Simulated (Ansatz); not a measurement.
A nudged elastic band was laid between two geometries of a periodic cell of 31 atoms, TiAl30 (host Al, host structure fcc, dopant Ti, one Al atom removed).

All numbers below come from DFT PBE, scalar-relativistic, plane waves, PAW (Ansatz 0.2.0). Settings: PAW set soft_1, cutoff 420 eV, k mesh 3x3x3, fermi-dirac smearing 0.15 eV, no spin polarisation.

| Quantity | Value |
| --- | --- |
| movable images | 5 |
| climbing image | yes |
| spring | 5.0 eV/Å² |
| optimiser | quadratic models (default) |
| start path | IDPP |
| force threshold | 0.03 eV/Å |
| iteration limit | 33 |
| end points | relaxed |

Image 0:

```xyz
31
Lattice="8.1000 0.0000 0.0000 0.0000 8.1000 0.0000 0.0000 0.0000 8.1000" Properties=species:S:1:pos:R:3
Al 4.052 -0.018 -0.019
Al 6.088 2.009 0.015
Al 6.088 0.015 2.008
Al 0.000 0.026 0.025
Al 2.014 2.008 0.016
Al 4.050 4.051 0.017
Al 6.079 6.064 0.005
Al 2.015 0.016 2.007
Al 4.052 2.022 2.020
Al 6.108 4.016 2.046
Al 4.050 0.018 4.049
Al 6.108 2.047 4.015
Al 6.079 0.008 6.063
Al 0.001 4.006 0.068
Al 2.023 6.065 0.008
Al 1.993 4.016 2.047
Al 4.051 6.064 2.034
Al 0.001 0.070 4.004
Al 1.992 2.048 4.013
Al 4.050 4.052 4.051
Al 6.075 6.076 4.057
Al 2.023 0.008 6.064
Al 4.050 2.035 6.063
Al 6.075 4.056 6.075
Al 0.001 6.067 2.050
Ti -0.001 4.085 4.084
Al 2.025 6.076 4.055
Al 0.001 2.051 6.065
Al 2.025 4.057 6.075
Al 4.050 6.074 6.072
Al 0.003 6.091 6.089
```

Image 6:

Only the atoms that move by more than 0.05 Å are listed.
```
Al4 0.000 -0.013 -0.013
Al14 0.000 4.029 0.013
Al18 0.000 0.013 4.029
Al25 0.000 6.015 2.070
Ti26 0.000 1.993 1.993
Al28 0.000 2.070 6.015
Al31 0.000 6.051 6.051
```

Question: Which bonds break or form, and what moves?

Answer: Contacts lost: Al21–Ti26, Al24–Ti26, Al25–Ti26, Ti26–Al27, Ti26–Al28, Ti26–Al29, Ti26–Al31. Contacts made: Al2–Ti26, Al3–Ti26, Al4–Ti26, Al5–Ti26, Al8–Ti26, Al14–Ti26, Al18–Ti26. The atom that moves furthest is Ti26, by 2.96 Å.

Question: Give the energies along the band, and the barrier.

Answer: It converged. The highest image is number 3 of 0 to 6, 1.13 eV above the ends, which have the same energy within 2 meV. By the program's own check the climbing image is a first-order saddle point (lowest curvatures found: -2.03 and 0.75 eV/Å²). Limits of this set-up: coarse k mesh.

| image | path coordinate (Å) | energy (eV) | Al21–Ti26 (Å) | Al24–Ti26 (Å) | Al25–Ti26 (Å) |
| --- | --- | --- | --- | --- | --- |
| 0 | 0.00 | 0.00 | 2.84 | 2.84 | 2.84 |
| 1 | 0.55 | 0.25 | 2.98 | 2.98 | 2.85 |
| 2 | 1.11 | 0.84 | 3.30 | 3.29 | 2.93 |
| 3 | 1.66 | 1.13 | 3.72 | 3.71 | 3.10 |
| 4 | 2.22 | 0.84 | 4.17 | 4.17 | 3.35 |
| 5 | 2.77 | 0.25 | 4.63 | 4.63 | 3.66 |
| 6 | 3.33 | 0.00 | 4.96 | 4.96 | 4.02 |

Question: What is the geometry of the highest image?

Answer: 
```xyz
31
Lattice="8.1000 0.0000 0.0000 0.0000 8.1000 0.0000 0.0000 0.0000 8.1000" Properties=species:S:1:pos:R:3
Al 4.050 0.001 0.003
Al 6.155 2.021 0.038
Al 6.159 0.044 2.018
Al 0.000 -0.013 -0.018
Al 1.946 2.021 0.039
Al 4.050 4.045 -0.070
Al 6.063 6.089 -0.011
Al 1.942 0.044 2.019
Al 4.050 1.963 1.962
Al 5.887 4.093 1.984
Al 4.051 -0.072 4.041
Al 5.883 1.983 4.094
Al 6.059 -0.011 6.089
Al 0.000 4.014 0.108
Al 2.037 6.089 -0.011
Al 2.213 4.093 1.985
Al 4.050 6.148 2.033
Al 0.000 0.106 4.016
Al 2.219 1.983 4.095
Al 4.050 4.116 4.114
Al 6.155 6.039 4.056
Al 2.042 -0.012 6.089
Al 4.051 2.037 6.150
Al 6.159 4.059 6.034
Al 0.000 5.970 2.063
Ti -0.001 3.033 3.044
Al 1.946 6.039 4.056
Al 0.000 2.061 5.972
Al 1.942 4.059 6.034
Al 4.050 6.075 6.076
Al 0.000 6.096 6.091
```

Run time: 25 min on 4 threads of Intel(R) Xeon(R) Processor @ 2.50GHz (Skylake/Cascade Lake) (shared host), peak memory 4.6 GiB.
